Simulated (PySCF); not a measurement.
# C₇H₆N₂O: runs on many settings

Which settings matter for C₇H₆N₂O (`N#Cc1nocc1C1CC1`), and how do bad ones show?

Computed with PySCF 2.14.0, with density-fitted response routines of our own, on a single molecule, in the gas phase or a continuum. Atoms are numbered from 0 throughout.

## 1. The starting structure

16 atoms, charge 0, multiplicity 1; geometry from: GFN2-xTB.

Bonds of the start (Å): N0–C1 1.15, C1–C2 1.41, C2–N3 1.31, N3–O4 1.34, O4–C5 1.34, C5–C6 1.37, C6–C7 1.46, C7–C8 1.51, C8–C9 1.49, C6–C2 1.43, C9–C7 1.51, C5–H10 1.07, C7–H11 1.08, C8–H12 1.08, C8–H13 1.08, C9–H14 1.08, C9–H15 1.08.

## 2. Shielding tensors: PBE0/pcSseg-1

Job settings and geometry (Å):

```
{"job": {"kind": "nmr", "xc": "PBE0", "basis": "pcSseg-1"}, "charge": 0, "multiplicity": 1}
N      1.619188     2.570477     2.220347
C      1.701661     1.806288     1.371637
C      1.728845     0.848621     0.339622
N      2.814860     0.554164    -0.339688
O      2.482857    -0.387966    -1.228303
C      1.184004    -0.686765    -1.106233
C      0.617987     0.068271    -0.114217
C     -0.756160     0.114249     0.383754
C     -1.897354    -0.068285    -0.584614
C     -1.585587    -1.144082     0.399181
H      0.792213    -1.435159    -1.765086
H     -0.897023     0.815879     1.196672
H     -1.648929    -0.232269    -1.622085
H     -2.782672     0.529688    -0.435722
H     -2.255547    -1.291568     1.231650
H     -1.125940    -2.052600     0.041676
```

Level: GIAO PBE0/pcSseg-1 NMR shielding, non-relativistic, gas phase.

On the command line:

```console
$ OMP_NUM_THREADS=1 python probes_run.py task.json out
```

This one command runs all jobs of the session in turn.

The log of the run:

```text
coarse grid: 14536 points
cycle   1  E = -454.2616085421  dE =  2.085e+00  |g| = 5.526e-01  |ddm| = 4.117e+00
cycle   2  E = -454.0937853643  dE =  1.678e-01  |g| = 1.039e+00  |ddm| = 1.419e+00
cycle   3  E = -454.3244433007  dE = -2.307e-01  |g| = 1.864e-01  |ddm| = 1.001e+00
cycle   4  E = -454.3310195935  dE = -6.576e-03  |g| = 7.262e-02  |ddm| = 1.896e-01
cycle   5  E = -454.3322379507  dE = -1.218e-03  |g| = 1.333e-02  |ddm| = 6.944e-02
cycle   6  E = -454.3322657232  dE = -2.777e-05  |g| = 7.498e-03  |ddm| = 1.697e-02
cycle   7  E = -454.3322783872  dE = -1.266e-05  |g| = 1.904e-03  |ddm| = 7.636e-03
cycle   8  E = -454.3322790554  dE = -6.682e-07  |g| = 5.252e-04  |ddm| = 1.770e-03
final grid: 143880 points
cycle   9  E = -454.3996398276  dE = -3.051e-05  |g| = 1.261e-02  |ddm| = 3.907e-02
cycle  10  E = -454.3995798163  dE =  6.001e-05  |g| = 2.203e-02  |ddm| = 2.448e-02
cycle  11  E = -454.3996691975  dE = -8.938e-05  |g| = 2.662e-03  |ddm| = 1.662e-02
cycle  12  E = -454.3996707314  dE = -1.534e-06  |g| = 5.223e-04  |ddm| = 2.447e-03
cycle  13  E = -454.3996707781  dE = -4.674e-08  |g| = 2.925e-04  |ddm| = 6.687e-04
cycle  14  E = -454.3996707948  dE = -1.673e-08  |g| = 9.915e-05  |ddm| = 2.822e-04
cycle  15  E = -454.3996707969  dE = -2.067e-09  |g| = 2.591e-05  |ddm| = 1.048e-04
cycle  16  E = -454.3996707970  dE = -1.359e-10  |g| = 1.093e-05  |ddm| = 3.219e-05
converged SCF energy = -454.3996707970

GIAO shielding tensors (ppm)
atom      isotropic    diamagn.    paramagn.     s11        s22        s33       span
  0 N      -68.111     339.869    -407.980   -237.632   -195.395    228.692    466.324
  1 C       70.874     258.937    -188.063    -40.754    -37.371    290.747    331.501
  2 C       42.238     248.632    -206.394    -67.212     73.776    120.149    187.361
  3 N     -177.536     315.681    -493.217   -471.202   -141.102     79.696    550.897
  4 O      -76.560     398.485    -475.045   -212.852   -186.916    170.087    382.939
  5 C       28.687     253.390    -224.703    -51.535     27.574    110.022    161.557
  6 C       45.996     255.388    -209.392    -17.172     20.329    134.831    152.003
  7 C      179.880     246.117     -66.237    147.057    169.260    223.323     76.267
  8 C      169.138     253.413     -84.275    130.884    172.358    204.173     73.289
  9 C      169.862     253.440     -83.577    132.990    172.495    204.102     71.112
 10 H       23.623      31.755      -8.132     20.896     21.519     28.454      7.558
 11 H       29.800      32.522      -2.722     21.505     28.816     39.079     17.574
 12 H       31.178      32.099      -0.921     25.472     29.192     38.869     13.397
 13 H       30.348      30.573      -0.225     24.567     26.246     40.230     15.663
 14 H       30.360      30.543      -0.183     24.549     26.251     40.278     15.729
 15 H       31.120      32.096      -0.976     25.392     29.098     38.869     13.477
```

Wall time 50 s (1 thread of Intel Xeon at 2.70GHz, shared host); peak memory 0.83 GiB.

Shifts follow as δ = σ(reference) − σ, with reference shieldings (ppm) from runs at the same level and on the same kind of geometry: 1H TMS 31.72, 13C TMS 186.9, 15N NH3 267.7, 17O H2O 336.1. The references are single molecules in the gas phase, so shifts against H2O, NH3, PH3, H3PO4 or CFCl3 are not on the usual liquid scales and can be off by tens of ppm. Atoms listed in one row are averaged.

| atoms | environment | σ (ppm) | δ (ppm) | δ scaled to CDCl3 |
| --- | --- | --- | --- | --- |
| C5 | aromatic CH next to the ring oxygen | 28.7 | 158.2 | 152.5 |
| C2 | substituted aromatic carbon next to a ring nitrogen | 42.2 | 144.7 | 139.3 |
| C6 | substituted aromatic carbon | 46.0 | 140.9 | 135.6 |
| C1 | nitrile carbon | 70.9 | 116.1 | 111.4 |
| C8, C9 | three-membered-ring carbon | 169.5 | 17.4 | 15.1 |
| C7 | three-membered-ring carbon | 179.9 | 7.0 | 5.0 |
| H10 | hydrogen on an aromatic CH next to the ring oxygen | 23.62 | 8.09 | 7.74 |
| H11 | hydrogen on a three-membered-ring carbon | 29.80 | 1.92 | 1.91 |
| H13, H14 | hydrogen on a three-membered-ring carbon | 30.35 | 1.36 | 1.39 |
| H12, H15 | hydrogen on a three-membered-ring carbon | 31.15 | 0.57 | 0.64 |
| N3 | pyridine-type nitrogen of an azole | -177.5 | 445.3 | – |
| N0 | nitrile nitrogen | -68.1 | 335.8 | – |
| O4 | aromatic ring oxygen | -76.6 | 412.6 | – |

The scaled column applies a straight-line fit of computed shieldings to shifts measured in CDCl3 (root-mean-square error 0.16 ppm for H, 1.9 ppm for C).

The run also stored atomic charges by several schemes (e):

| atoms | Mulliken | IAO | Hirshfeld | ESP fit |
| --- | --- | --- | --- | --- |
| N0 | -0.23 | -0.21 | -0.19 | -0.37 |
| C1 | 0.15 | 0.15 | 0.09 | 0.20 |
| C2 | 0.23 | 0.04 | 0.04 | 0.48 |
| N3 | -0.13 | -0.09 | -0.09 | -0.35 |
| O4 | -0.25 | -0.11 | -0.01 | -0.07 |
| C5 | 0.27 | 0.01 | 0.02 | 0.11 |
| C6 | -0.32 | -0.05 | -0.02 | -0.26 |
| C7 | -0.20 | -0.15 | -0.04 | -0.14 |
| C8, C9 | -0.16 | -0.28 | -0.08 | -0.27 |

Mayer bond orders: N0–C1 3.00, C1–C2 1.01, C2–N3 1.52, N3–O4 1.05, O4–C5 1.05, C5–C6 1.59, C6–C7 1.02, C7–C8 0.94, C8–C9 0.97, C6–C2 1.17, C9–C7 0.94.

Ring of atoms C2, N3, O4, C5, C6: NICS(0) -12.5, NICS(1) -11.4, NICS(1)zz -26.5 ppm (means of both faces).

Ring of atoms C7, C8, C9: NICS(0) -42.6, NICS(1) -7.3, NICS(1)zz -22.9 ppm (means of both faces).

In rings of three or four atoms NICS is ruled by the nearby σ bonds, so it says little on aromaticity.

## 3. Excited states and response: PBE0/def2-SVPD

The job, as its differences from that of step 2:

```diff
@@ -1,2 +1,2 @@
-{"job": {"kind": "nmr", "xc": "PBE0", "basis": "pcSseg-1"}, "charge": 0, "multiplicity": 1}
+{"job": {"kind": "uv", "xc": "PBE0", "basis": "def2-SVPD", "nstates": 6, "ntriplets": 2}, "charge": 0, "multiplicity": 1}
 N      1.619188     2.570477     2.220347
```

Level: TDDFT PBE0/def2-SVPD, vertical, gas phase, core orbitals frozen in the response.

The log of the run:

```text
coarse grid: 14536 points
cycle   1  E = -454.0090048682  dE =  1.998e+00  |g| = 5.261e-01  |ddm| = 8.980e+00
cycle   2  E = -453.8471374572  dE =  1.619e-01  |g| = 1.006e+00  |ddm| = 2.758e+00
cycle   3  E = -454.0690157144  dE = -2.219e-01  |g| = 1.750e-01  |ddm| = 1.824e+00
cycle   4  E = -454.0749246214  dE = -5.909e-03  |g| = 6.983e-02  |ddm| = 3.926e-01
cycle   5  E = -454.0760765924  dE = -1.152e-03  |g| = 1.345e-02  |ddm| = 1.497e-01
cycle   6  E = -454.0761055777  dE = -2.899e-05  |g| = 7.612e-03  |ddm| = 3.859e-02
cycle   7  E = -454.0761189333  dE = -1.336e-05  |g| = 1.866e-03  |ddm| = 1.668e-02
cycle   8  E = -454.0761196090  dE = -6.757e-07  |g| = 4.607e-04  |ddm| = 3.211e-03
final grid: 143880 points
cycle   9  E = -454.1420912161  dE = -3.262e-05  |g| = 1.167e-02  |ddm| = 2.020e-01
cycle  10  E = -454.1420369609  dE =  5.426e-05  |g| = 2.042e-02  |ddm| = 4.700e-02
cycle  11  E = -454.1421178742  dE = -8.091e-05  |g| = 2.505e-03  |ddm| = 2.901e-02
cycle  12  E = -454.1421192966  dE = -1.422e-06  |g| = 4.903e-04  |ddm| = 4.968e-03
cycle  13  E = -454.1421193409  dE = -4.430e-08  |g| = 2.626e-04  |ddm| = 1.493e-03
cycle  14  E = -454.1421193545  dE = -1.365e-08  |g| = 9.241e-05  |ddm| = 5.241e-04
cycle  15  E = -454.1421193564  dE = -1.848e-09  |g| = 2.569e-05  |ddm| = 2.180e-04
cycle  16  E = -454.1421193565  dE = -1.390e-10  |g| = 1.057e-05  |ddm| = 8.250e-05
converged SCF energy = -454.1421193565

Static polarisability (au): isotropic 89.825, principal 63.202 96.853 109.420

Singlet excitations
state   eV       nm        f      main configurations
  1   5.2037    238.3   0.06997   H->L 0.96
  2   5.7731    214.8   0.00466   H-2->L 0.78, H-3->L 0.21
  3   6.4089    193.5   0.03310   H-1->L 0.56, H->L+1 0.36
  4   6.7770    182.9   0.00106   H->L+2 0.75
  5   6.8278    181.6   0.00041   H-5->L 0.37, H-3->L 0.27, H->L+2 0.22
  6   6.8321    181.5   0.32998   H->L+1 0.59, H-1->L 0.32

Triplet excitations (Tamm-Dancoff, eV): 3.7545 4.4803
```

Run time: 82 s. Hardware: 1 thread of Intel Xeon at 2.70GHz, shared host; peak memory 1 GiB.

Frontier orbitals and where they lie:

| orbital | eV | atoms |
| --- | --- | --- |
| HOMO−3 | -9.72 | N3 28 %, C9 18 %, C8 18 % |
| HOMO−2 | -9.16 | N3 30 %, C9 16 %, C8 16 % |
| HOMO−1 | -8.81 | N3 23 %, N0 20 %, C2 18 % |
| HOMO | -7.76 | C5 22 %, C6 19 %, C7 13 % |
| LUMO | -1.73 | N3 28 %, C2 16 %, O4 15 % |
| LUMO+1 | -0.32 | C6 26 %, C5 22 %, N0 9 % |
| LUMO+2 | 0.19 | N0 35 %, C1 29 %, C2 10 % |

With each of the 6 states as a Gaussian band of 0.4 eV half-width at 1/e, the curve within the window shown has maxima at 238 nm (ε 2,900), 182 nm (ε 14,000) L/(mol cm). Beyond the last state computed it falls off for lack of states. The curve at chosen wavelengths:

nm, ε (L/mol/cm) and a bar:
```
      174       7693 ################
      178      12063 ##########################
      182      13874 ##############################
      185      12953 ############################
      189       9768 #####################
      193       6225 #############
      197       3548 #######
      201       1917 ####
      204       1216 ##
      208        740 #
      212        612 #
      216        737 #
      220       1067 ##
      223       1419 ##
      227       1954 ####
      231       2449 #####
      235       2775 #####
      239       2853 ######
      242       2744 #####
      246       2419 #####
      250       1973 ####
      254       1499 ###
      258       1068 ##
      261        797 #
      265        515 
      269        317
```

Ground-state properties from the same run:

| property | computed |
| --- | --- |
| dipole moment (D) | 5.43 |
| polarisability (Å³) | 13.31 |
| HOMO–LUMO gap (eV) | 6.03 |
| −ε(HOMO) (eV) | 7.76 |

## 4. Indirect couplings: B3LPY/IGLO-II

The job, as its differences from that of step 3:

```diff
@@ -1,2 +1,2 @@
-{"job": {"kind": "uv", "xc": "PBE0", "basis": "def2-SVPD", "nstates": 6, "ntriplets": 2}, "charge": 0, "multiplicity": 1}
+{"job": {"kind": "j", "xc": "B3LPY", "basis": "IGLO-II", "scf": {"diis": false, "max_cycle": 66}}, "charge": 0, "multiplicity": 1}
 N      1.619188     2.570477     2.220347
```

Method: B3LPY/IGLO-II.

The log of the run:

```text
KeyError: "LibXCFunctional: name 'B3LPY' not found."
```

Run time: 0.3 s. Hardware: 1 thread of Intel Xeon at 2.70GHz, shared host.

Diagnosis: No functional is called B3LPY: the name is misspelt. Cure: type the name correctly.

## 5. Nuclear shieldings: PBE/pcSseg-1

The job, as its differences from that of step 4:

```diff
@@ -1,2 +1,2 @@
-{"job": {"kind": "j", "xc": "B3LPY", "basis": "IGLO-II", "scf": {"diis": false, "max_cycle": 66}}, "charge": 0, "multiplicity": 1}
+{"job": {"kind": "nmr", "xc": "PBE", "basis": "pcSseg-1", "pop": false}, "charge": 0, "multiplicity": 1}
 N      1.619188     2.570477     2.220347
```

With the program's defaults for keys left out, this is: GIAO PBE/pcSseg-1 NMR shielding, non-relativistic, gas phase.

The log of the run:

```text
coarse grid: 14536 points
cycle   1  E = -454.2056445409  dE =  1.719e+00  |g| = 6.362e-01  |ddm| = 4.192e+00
cycle   2  E = -453.8387070350  dE =  3.669e-01  |g| = 1.405e+00  |ddm| = 2.010e+00
cycle   3  E = -454.2576068374  dE = -4.189e-01  |g| = 4.378e-01  |ddm| = 1.574e+00
cycle   4  E = -454.2986839411  dE = -4.108e-02  |g| = 1.204e-01  |ddm| = 4.145e-01
cycle   5  E = -454.3019286272  dE = -3.245e-03  |g| = 3.464e-02  |ddm| = 1.385e-01
cycle   6  E = -454.3021577110  dE = -2.291e-04  |g| = 1.593e-02  |ddm| = 3.618e-02
cycle   7  E = -454.3022061232  dE = -4.841e-05  |g| = 7.694e-03  |ddm| = 2.025e-02
cycle   8  E = -454.3022184253  dE = -1.230e-05  |g| = 2.542e-03  |ddm| = 8.072e-03
cycle   9  E = -454.3022197103  dE = -1.285e-06  |g| = 3.055e-04  |ddm| = 2.327e-03
final grid: 143880 points
cycle  10  E = -454.3942531792  dE = -1.753e-05  |g| = 2.030e-02  |ddm| = 5.296e-02
cycle  11  E = -454.3938519626  dE =  4.012e-04  |g| = 4.963e-02  |ddm| = 5.171e-02
cycle  12  E = -454.3943215960  dE = -4.696e-04  |g| = 7.835e-03  |ddm| = 4.072e-02
cycle  13  E = -454.3943357675  dE = -1.417e-05  |g| = 1.484e-03  |ddm| = 7.565e-03
cycle  14  E = -454.3943361983  dE = -4.309e-07  |g| = 6.757e-04  |ddm| = 1.786e-03
cycle  15  E = -454.3943362837  dE = -8.532e-08  |g| = 2.917e-04  |ddm| = 7.387e-04
cycle  16  E = -454.3943363022  dE = -1.858e-08  |g| = 8.555e-05  |ddm| = 2.946e-04
cycle  17  E = -454.3943363037  dE = -1.431e-09  |g| = 3.232e-05  |ddm| = 1.011e-04
cycle  18  E = -454.3943363039  dE = -2.116e-10  |g| = 1.292e-05  |ddm| = 3.878e-05
converged SCF energy = -454.3943363039

GIAO shielding tensors (ppm)
atom      isotropic    diamagn.    paramagn.     s11        s22        s33       span
  0 N      -67.181     341.672    -408.852   -233.679   -192.216    224.353    458.031
  1 C       68.269     258.691    -190.422    -39.618    -36.969    281.394    321.012
  2 C       43.567     249.035    -205.468    -54.868     72.236    113.335    168.203
  3 N     -167.794     317.844    -485.638   -442.403   -131.807     70.827    513.230
  4 O      -77.559     398.745    -476.305   -219.219   -170.026    156.567    375.786
  5 C       29.129     253.822    -224.692    -47.347     30.621    104.115    151.462
  6 C       41.433     254.985    -213.552    -16.447     13.362    127.382    143.829
  7 C      173.362     246.986     -73.624    139.837    163.165    217.082     77.246
  8 C      163.121     253.124     -90.003    124.293    167.389    197.682     73.390
  9 C      163.870     253.145     -89.274    126.429    167.519    197.662     71.233
 10 H       23.711      32.289      -8.577     21.285     21.413     28.435      7.150
 11 H       29.677      32.911      -3.235     21.662     28.918     38.450     16.788
 12 H       31.097      32.273      -1.176     25.607     29.374     38.309     12.703
 13 H       30.239      30.438      -0.199     24.650     26.453     39.614     14.964
 14 H       30.253      30.404      -0.151     24.635     26.460     39.663     15.029
 15 H       31.041      32.267      -1.225     25.528     29.284     38.313     12.785
```

Run time: 60 s. Hardware: 1 thread of Intel Xeon at 2.70GHz, shared host; peak memory 0.75 GiB.

In short: δ C5 153.5, C6 141.2, C2 139.1, C1 114.4, H10 7.93, H11 1.96 ppm.

## 6. Excited states and response: BHandHLYP/6-31G* in chloroform

The job, as its differences from that of step 5:

```diff
@@ -1,2 +1,2 @@
-{"job": {"kind": "nmr", "xc": "PBE", "basis": "pcSseg-1", "pop": false}, "charge": 0, "multiplicity": 1}
+{"job": {"kind": "uv", "xc": "BHandHLYP", "basis": "6-31G*", "solvent": "chloroform", "nstates": 1, "ntriplets": 2, "tda": false, "scf": {"damp": 0.3}}, "charge": 0, "multiplicity": 1}
 N      1.619188     2.570477     2.220347
```

Method: TDDFT BHandHLYP/6-31G*, vertical, IEF-PCM chloroform (non-equilibrium linear response), core orbitals frozen in the response.

The log of the run:

```text
damping 0.30 in the first 6 cycles
final grid: 143880 points
cycle   1  E = -454.6171039097  dE =  2.465e+00  |g| = 5.674e-01  |ddm| = 4.498e+00
cycle   2  E = -454.6582983435  dE = -4.119e-02  |g| = 4.389e-01  |ddm| = 8.984e-01
cycle   3  E = -454.6715448150  dE = -1.325e-02  |g| = 3.683e-01  |ddm| = 7.067e-01
cycle   4  E = -454.6793590207  dE = -7.814e-03  |g| = 3.200e-01  |ddm| = 5.961e-01
cycle   5  E = -454.6851381680  dE = -5.779e-03  |g| = 2.746e-01  |ddm| = 5.230e-01
cycle   6  E = -454.6562487571  dE =  2.889e-02  |g| = 4.556e-01  |ddm| = 6.471e-01
cycle   7  E = -454.5815569437  dE =  7.469e-02  |g| = 7.452e-01  |ddm| = 1.022e+00
cycle   8  E = -454.7014531304  dE = -1.199e-01  |g| = 7.995e-03  |ddm| = 6.094e-01
cycle   9  E = -454.7014655069  dE = -1.238e-05  |g| = 4.057e-03  |ddm| = 1.492e-02
cycle  10  E = -454.7014692483  dE = -3.741e-06  |g| = 1.220e-03  |ddm| = 4.526e-03
cycle  11  E = -454.7014695923  dE = -3.439e-07  |g| = 2.855e-04  |ddm| = 1.402e-03
cycle  12  E = -454.7014696135  dE = -2.117e-08  |g| = 1.484e-04  |ddm| = 4.337e-04
cycle  13  E = -454.7014696186  dE = -5.189e-09  |g| = 3.094e-05  |ddm| = 1.577e-04
cycle  14  E = -454.7014696193  dE = -6.031e-10  |g| = 1.581e-05  |ddm| = 6.940e-05
converged SCF energy = -454.7014696193

Static polarisability (au): isotropic 90.882, principal 55.432 98.781 118.434

Singlet excitations
state   eV       nm        f      main configurations
  1   5.4823    226.2   0.11244   H->L 0.97

Triplet excitations (Tamm-Dancoff, eV): 3.6431 4.6005
```

It took 34 s on 1 thread of Intel Xeon at 2.70GHz, shared host; peak memory 0.86 GiB.

This run: HOMO -8.18 eV, LUMO -0.35 eV; lowest singlet 5.48 eV.

## 7. Run by run: NMR shifts

Shifts (ppm) of some atoms, chosen among heavy atoms and hydrogens apart, means over like atoms, with basis size and wall time:

| run | C5 | C2 | C8 | C7 | H10 | H11 | N3 | functions | time |
| --- | --- | --- | --- | --- | --- | --- | --- | --- | --- |
| PBE0/pcSseg-1 | 158.2 | 144.7 | 17.4 | 7.0 | 8.09 | 1.92 | 445.3 | 200 | 50 s |
| PBE/pcSseg-1 | 153.5 | 139.1 | 19.1 | 9.3 | 7.93 | 1.96 | 435.1 | 200 | 60 s |

## 8. Comparing the runs: electronic excitations

Excitations and ground-state properties, with basis size and wall time:

| run | lowest singlet (eV) | brightest (eV) | f | gap (eV) | α (Å³) | μ (D) | functions | time |
| --- | --- | --- | --- | --- | --- | --- | --- | --- |
| PBE0/def2-SVPD | 5.20 | 6.83 | 0.330 | 6.03 | 13.31 | 5.43 | 251 | 82 s |
| BHandHLYP/6-31G* in chloroform | 5.48 | 5.48 | 0.112 | 7.83 | 13.47 | 6.33 | 152 | 34 s |

## 9. Outcome

| quantity | value |
| --- | --- |
| 13C shifts against TMS (PBE0/pcSseg-1, means over atoms taken as alike) | 158.2, 144.7, 140.9, 116.1, 17.4, 7.0 ppm |
| 1H shifts against TMS (PBE0/pcSseg-1, means over atoms taken as alike) | 8.09, 1.92, 1.36, 0.57 ppm |
| 15N shifts against NH3 (PBE0/pcSseg-1) | 445.3, 335.8 ppm |
| 17O shifts against H2O (PBE0/pcSseg-1) | 412.6 ppm |
| lowest singlet (PBE0/def2-SVPD) | 5.20 eV (238 nm), f = 0.070 |
| brightest single state of those computed | state 6, 6.83 eV, f = 0.330 |
| lowest triplet | 3.75 eV |
| range of the shift of N3 | 435.1 to 445.3 ppm |
| range of the lowest singlet | 5.20 to 5.48 eV |
| property runs in this session | 5, of which 1 failed and 0 gave unsound results |

**Reading.** Single values in the summary come from the first run of each kind that ended normally (PBE0/pcSseg-1; PBE0/def2-SVPD), which need not be the best level. At PBE0/pcSseg-1: The widest tensor belongs to N3: span 551 ppm, with a paramagnetic part of -493 ppm. NICS(1)zz of -26 ppm above the planar ring from C2 marks a diatropic (aromatic) ring current. The first singlet state (HOMO→LUMO 0.96) lies at 5.20 eV and is bright; of the 6 states computed, the strongest absorption comes from state 6 at 6.83 eV (the last computed, so partners may be missing). The lowest triplet lies 1.45 eV below the lowest singlet (triplets in Tamm-Dancoff, singlets in full TDDFT). In ppm, N3 moves most: its shift spreads over 10.1 ppm, from 435.1 (PBE/pcSseg-1) to 445.3 (PBE0/pcSseg-1). The lowest singlet runs from 5.20 eV (PBE0/def2-SVPD) to 5.48 eV (BHandHLYP/6-31G* in chloroform), while the orbital gap spans 6.03 to 7.83 eV. The lowest state need not be the same one in every run. The runs solved for a few states only, so the brightest column depends on that window.
